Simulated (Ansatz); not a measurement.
A nudged elastic band was laid between two geometries of a periodic cell of 17 atoms, Mo16F (host Mo, host structure bcc, interstitial F).

Computed with DFT PBE, scalar-relativistic, plane waves, PAW in Ansatz 0.2.0. Settings: cutoff 420 eV, k mesh 3x3x3, fermi-dirac smearing 0.1 eV, no spin polarisation.

```yaml
movable_images: 7
climbing_image: yes
spring: 5.0 eV/Å²
optimiser: quadratic models (default)
start_path: straight line
force_threshold: 0.03 eV/Å
iteration_limit: 30
end_points: relaxed
```

Initial state:

```xyz
17
Lattice="6.3000 0.0000 0.0000 0.0000 6.3000 0.0000 0.0000 0.0000 6.3000" Properties=species:S:1:pos:R:3
Mo 0.027 0.002 -0.027
Mo 3.124 0.002 -0.027
Mo 0.015 3.153 -0.005
Mo 0.011 0.002 3.169
Mo 1.575 1.567 1.558
Mo 3.136 3.153 -0.005
Mo 3.139 0.002 3.169
Mo 4.725 1.389 1.417
Mo 0.189 3.151 3.311
Mo 1.575 4.738 1.560
Mo 1.575 1.550 4.755
Mo 2.961 3.152 3.311
Mo 4.725 4.915 1.416
Mo 4.725 1.563 4.734
Mo 1.575 4.753 4.756
Mo 4.725 4.742 4.733
F 4.725 3.152 2.364
```

Final state:

```xyz
17
Lattice="6.3000 0.0000 0.0000 0.0000 6.3000 0.0000 0.0000 0.0000 6.3000" Properties=species:S:1:pos:R:3
Mo 0.029 0.024 0.000
Mo 3.125 0.024 0.000
Mo 0.012 3.127 0.000
Mo 0.015 0.001 3.150
Mo 1.577 1.541 1.548
Mo 3.142 3.127 0.000
Mo 3.139 0.001 3.150
Mo 4.727 1.564 1.562
Mo 0.191 2.985 3.150
Mo 1.577 4.738 1.565
Mo 1.577 1.541 4.752
Mo 2.963 2.984 3.150
Mo 4.728 4.880 1.386
Mo 4.727 1.564 4.738
Mo 1.577 4.738 4.734
Mo 4.728 4.880 4.914
F 4.726 3.932 3.150
```

**Question.** Which bonds break or form, and what moves?

**Answer.** Contacts lost: Mo8–F17. Contacts made: Mo16–F17. The atom that moves furthest is F17, by 1.11 Å; four of its nearest neighbours are Mo13 2.00, Mo8 2.00, Mo9 2.00, Mo12 2.00 Å at the first end and Mo12 2.00, Mo13 2.00, Mo16 2.00, Mo9 2.00 Å at the last.

**Question.** Give the energies along the band, and the barrier.

**Answer.** It converged. The highest image is number 4 of 0 to 8, 0.38 eV above the ends, which have the same energy within 2 meV. By the program's own check the climbing image is a first-order saddle point (lowest curvatures found: -6.53 and 2.51 eV/Å²). Limits of this set-up: coarse k mesh, odd electron count without spin, a small cell, in which the defect meets its images.

| image | path coordinate (Å) | energy (eV) | Mo8–F17 (Å) | Mo16–F17 (Å) |
| --- | --- | --- | --- | --- |
| 0 | 0.00 | 0.00 | 2.00 | 2.85 |
| 1 | 0.17 | 0.04 | 2.03 | 2.76 |
| 2 | 0.33 | 0.15 | 2.09 | 2.64 |
| 3 | 0.50 | 0.30 | 2.19 | 2.49 |
| 4 | 0.67 | 0.38 | 2.33 | 2.33 |
| 5 | 0.83 | 0.30 | 2.49 | 2.19 |
| 6 | 1.00 | 0.15 | 2.64 | 2.09 |
| 7 | 1.17 | 0.04 | 2.76 | 2.03 |
| 8 | 1.33 | 0.00 | 2.85 | 2.00 |

**Question.** What is the geometry of the highest image?

**Answer.** 
```xyz
17
Lattice="6.3000 0.0000 0.0000 0.0000 6.3000 0.0000 0.0000 0.0000 6.3000" Properties=species:S:1:pos:R:3
Mo 0.033 0.022 -0.023
Mo 3.120 0.022 -0.023
Mo 0.004 3.133 0.017
Mo 0.004 -0.017 3.167
Mo 1.576 1.560 1.575
Mo 3.148 3.133 0.017
Mo 3.148 -0.018 3.167
Mo 4.726 1.556 1.563
Mo 0.233 3.035 3.265
Mo 1.576 4.751 1.548
Mo 1.576 1.519 4.780
Mo 2.919 3.035 3.265
Mo 4.726 4.992 1.308
Mo 4.726 1.549 4.750
Mo 1.576 4.724 4.739
Mo 4.726 4.736 4.744
F 4.726 3.587 2.713
```

The band took 6 iterations and about 40 core-minutes.

The run took 12 min on 4 threads of AMD EPYC 7B13 (Zen 3) (shared host), peak memory 3.6 GiB.
